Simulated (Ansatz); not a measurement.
Crystal: NbTe.

```
CELL_PARAMETERS angstrom
3.42570 0.00000 0.00000
0.00000 3.42570 0.00000
0.00000 0.00000 3.42570
ATOMIC_POSITIONS crystal
Nb 0.50000 0.50000 0.50000
Te 0.00000 0.00000 0.00000
```

The cell was built by a generator and needn't be a form met in nature.

Below is the output of Ansatz 0.2.0 for this cell. Logs are shortened: lines on timing, memory, paths and dates and some standing lists are left out, and cuts for length are marked.

```text
Warning: RAYON_NUM_THREADS=2 ignored (pool sized by the plan → 2); use --threads N
Engine: ansatz 0.2.0, x86_64-unknown-linux-gnu
Pseudopotentials: kind: paw
Pseudopotential: Nb, paw, valence charge 13, recommended cutoff 420 eV (normal), Nb.paw.azcp
Pseudopotential: Te, paw, valence charge 16, recommended cutoff 420 eV (normal), Te.paw.azcp
Functional definition: PBE
  parameter kappa = 0.804
  parameter beta = 0.06672455060314922
  exchange = pbe_x(kappa = kappa, mu = beta*pi^2/3)
  correlation = pbe_c(beta = beta)
Crystal: 2 atoms, lattice volume = 40.202 Å³
Basis set: ecut = 420 eV, 751 PW (Γ), exchange–correlation on 48×48×48 points (8 copies of the dense FFT grid, shifted against one another)
Bands: 19, of which v1, the nominal top of the filled ones, is band 15 counted from 1 (14 counted from 0)
Symmetry: 48 space group operations
Space group: Pm-3m (ITA 221), of the structure as read, at distance tolerance 3.4e-5 Å
k-points: 35 of 512
Non-local potential: Nb, projectors of the file, l = 0: 3, l = 1: 2, l = 2: 2, l = 3: 1
Non-local potential: Te, projectors of the file, l = 0: 2, l = 1: 2, l = 2: 2, l = 3: 2
PAW form: soft (Blöchl's): semilocal exchange-correlation on the pseudo side does not see the compensation charge
PAW one-centre angular grid: Nb, 590 points (default); XC on 64 Gauss nodes
PAW one-centre angular grid: Te, 590 points (default); XC on 64 Gauss nodes
Initial density: superposition of atomic densities (neutral atoms: chi_scale 0, normalization atom), corrected by the library's trained network
Initial wavefunctions: pseudopotential atomic-orbital guess
Functional: x = pbe(κ = 0.804, μ = 0.2195149727645171), c = pbe(β = 0.06672455060314922)
SCF iter   1: F=—  HF=-11532.367495 eV  |F-HF|=—  |Δ(HF+E_count)|=         —  Δρ=3.48e-3  dr2=3.41e-3  ethr=1.77e-3  ⟨swp⟩=6.1  Hψ=3429  notcnv=0
preconditioner: auto → none  [insulator: Δε(μ)=0.024 eV  Ē_g=7.635 eV  σ=0.014 eV  W_gap=0.77  n_scr=6 (ndim 8)  ℏωp=19.4 eV  f_vac=0.000  D(μ)=2.57/eV (n_scr^D=26)  ε∞_Penn≈7.5]
SCF iter   2: F=—  HF=-11532.367416 eV  |F-HF|=—  |Δ(HF+E_count)|=   7.86e-5  Δρ=1.72e-3  dr2=7.60e-4  ethr=1.18e-5  ⟨swp⟩=2.1  Hψ=1516  notcnv=0  defer=18
SCF iter   3: F=—  HF=-11532.367643 eV  |F-HF|=—  |Δ(HF+E_count)|=   2.26e-4  Δρ=4.16e-4  dr2=5.06e-5  ethr=2.62e-6  ⟨swp⟩=2.0  Hψ=1156  notcnv=0  defer=18
SCF iter   4: F=—  HF=-11532.367580 eV  |F-HF|=—  |Δ(HF+E_count)|=   6.22e-5  Δρ=1.25e-4  dr2=3.21e-6  ethr=1.74e-7  ⟨swp⟩=2.0  Hψ=1089  notcnv=0  defer=18
SCF iter   5: F=—  HF=-11532.367578 eV  |F-HF|=—  |Δ(HF+E_count)|=   2.66e-6  Δρ=2.03e-5  dr2=1.12e-7  ethr=1.11e-8  ⟨swp⟩=2.0  Hψ=1100  notcnv=0  defer=18
SCF iter   6: F=-11532.367578 eV  HF=-11532.367578 eV  |F-HF|=4.13e-9  |Δ(HF+E_count)|=   7.85e-8  Δρ=4.34e-6  dr2=3.61e-9  ethr=3.45e-10  ⟨swp⟩=5.5  Hψ=2273  notcnv=0
SCF 1 converged in 6 iterations: F = -11532.367578 eV  dr2 = 3.61e-9
  greatest PAW one-centre occupation: 0.998 electrons in one spin orbital (limit 2), on the Te atom at site 1 (counted from 0), in its partial waves of l = 2
SCF converged after 6 iterations
Free energy (F): -11532.367578 eV
Harris-Foulkes:  -11532.367578 eV  (|F-HF|=4.13e-9)
Internal energy: -11532.367311 eV  (E = F + TS)
E sigma→0 (E₀):  -11532.367444 eV
Entropy (-TS):   -0.000267 eV (-0.134 meV/atom)
Fermi energy:    17.369793 eV
--- Per-component energies (eV) ---
  E_band       = -226.259150
  E_kinetic    = 576.690752
  E_local      = -1487.578867  (includes V_loc(G=0)·N_el)
  E_nonlocal   = -188.738031
  E_hartree    = 840.457763
  E_xc         = -300.548663
  E_vxc        = -318.338617  (∫ρ·V_xc dr)
  E_paw        = -7737.160713  (= ΣΔE_a)
  E_vpaw       = -489.207545  (= ΣTr[D̂ρ^β])
  E_aug_tail   = -0.000157  (compensation charges beyond the density's cutoff)
  E_ewald      = -3235.489395
  E_smearing   = -0.000267  (= −TS)
  E_closure    = 0.000000  (closes the sum)
  Σ components = -11532.367578   (vs F -11532.367578, Δ=0.00e0)
--- Forces (eV/Å), atoms counted from 1 ---
  atom   1  Nb     0.00000000     0.00000000     0.00000000
  atom   2  Te    -0.00000000     0.00000000    -0.00000000
  max |Σ_I F_I| component: 1.43e-29 eV/Å
--- Stress (GPa, compression-positive) ---
       -0.123701      -0.000000       0.000000
        0.000000      -0.123701       0.000000
        0.000000       0.000000      -0.123701
  P = ⅓ Tr σ = -0.1237 GPa (-1.237 kbar)
--- Band table (eV; the first three rows and the last of 35) ---
  k-point 0: bands = ["-37.8763", "-20.3669", "-20.3669", "-20.3416", "-20.3416", "-20.3416", "-13.8957", "-13.8957", "-13.8957", "2.9939", "14.7203", "14.7203", "16.1668", "16.1668", "16.1668", "18.4388", "18.4388", "18.4388", "20.9377"]
  k-point 1: bands = ["-37.8745", "-20.3668", "-20.3628", "-20.3432", "-20.3432", "-20.3415", "-13.9254", "-13.8919", "-13.8919", "3.1799", "13.7600", "14.8132", "15.8002", "15.8002", "16.4372", "18.4603", "18.9504", "18.9504", "21.7969"]
  k-point 2: bands = ["-37.8701", "-20.3664", "-20.3528", "-20.3470", "-20.3470", "-20.3412", "-13.9962", "-13.8827", "-13.8827", "3.6947", "11.9033", "15.0584", "15.1880", "15.1880", "17.3816", "18.5133", "20.0340", "20.0340", "22.8247"]
  k-point 34: bands = ["-37.8402", "-20.3629", "-20.3629", "-20.3629", "-20.3223", "-20.3223", "-14.0204", "-14.0204", "-14.0204", "7.0645", "10.9474", "10.9474", "10.9474", "19.4458", "19.4458", "19.4458", "19.9826", "19.9826", "22.1975"]
```

Write the input and the command behind it.

Single point with PBE, no spin polarisation. The files as run (others can give the same):

input.yaml
```yaml
crystal:
  lattice:
    - [3.4257, 0.0, 0.0]
    - [0.0, 3.4257, 0.0]
    - [0.0, 0.0, 3.4257]
  atoms:
    - { symbol: Nb, position: [0.5, 0.5, 0.5] }
    - { symbol: Te, position: [0.0, 0.0, 0.0] }
hamiltonian:
  xc: pbe
  pseudopotentials: { kind: paw }
kpoints:
  mp_grid: { grid: [8, 8, 8] }
scf:
  occupations: { method: gaussian, width: 0.014 }
output:
  forces: true
  stress: true
  eigenvalues: true
```

Potentials or basis: Ansatz PAW.
The run is started by
```bash
$ ansatz run input.yaml --threads 2 --pin off --max-ram 5632MiB --backend cpu --events-out ev --progress --plain --runs-dir out
```
